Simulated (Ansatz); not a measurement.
# Sn: how the settings move a relaxation

How sensitive is a relaxation of Sn to its settings? A reference run comes first, then one run with altered input.

Method: reference: DFT, PBE, all-electron LAPW, scalar-relativistic, in Ansatz 0.2.0.

## (1) The structure to begin with

Symmetry: I4_1/amd, No. 141, tetragonal system. The conventional cell has a = 5.720 Å, b = 5.720 Å, c = 3.123 Å, α = 90.00°, β = 90.00°, γ = 90.00°. Sn (site symmetry -4m2) is surrounded by 6 Sn at 2.96 to 3.12 Å.

Coordinates:

```xyz
2
Lattice="-2.8600 2.8600 1.5613 2.8600 -2.8600 1.5613 2.8600 2.8600 -1.5613" Properties=species:S:1:pos:R:3 pbc="T T T"
Sn    0.0000    0.0000    0.0000
Sn    0.0000    2.8600    0.7806
```

## (2) The reference run

Contents of input.yaml:

```yaml
crystal:
  lattice:
    - [-2.8600427783, 2.8600427783, 1.5612643401]
    - [2.8600427783, -2.8600427783, 1.5612643401]
    - [2.8600427783, 2.8600427783, -1.5612643401]
  atoms:
    - { symbol: Sn, position: [0.0, 0.0, 0.0] }
    - { symbol: Sn, position: [0.75, 0.25, 0.5] }
kpoints:
  mp_grid: { grid: [12, 12, 12] }
scf:
  occupations: { method: fermi_dirac, width: 0.05 }
hamiltonian:
  xc: pbe
  pseudopotentials: { kind: all_electron, lapw: { basis_error: 0.001 } }
output:
  forces: true
  stress: true
relax:
  f_tol: 0.005
  max_steps: 80
  cell: {}
```

On the command line:

```bash
$ ansatz run input.yaml --threads 1 --pin off --max-ram 2048MiB --backend cpu --events-out ev --progress --plain --runs-dir out
```

## (3) The same system, input altered

Edit input.yaml of step 2 so:

```diff
@@ -9,5 +9,5 @@
 kpoints:
-  mp_grid: { grid: [12, 12, 12] }
+  mp_grid: { grid: [4, 4, 4] }
 scf:
-  occupations: { method: fermi_dirac, width: 0.05 }
+  occupations: { method: tetrahedron }
 hamiltonian:
```

(Steps that only read results are left out.)

Q: Predict the outcome of this session. Wanted: for each run, ending; energy change.

**Answer**, as computed:

```csv
run,ending,energy change,cycles,time
reference,converged,-,30,2.6 min
"1: mp_grid.grid [4, 4, 4], occupations.method tetrahedron, width left out",not converged,-,211,2.7 min
```

With the changed k-point mesh and smearing the run ends not converged. 1 of the 1 altered inputs did not end normally.
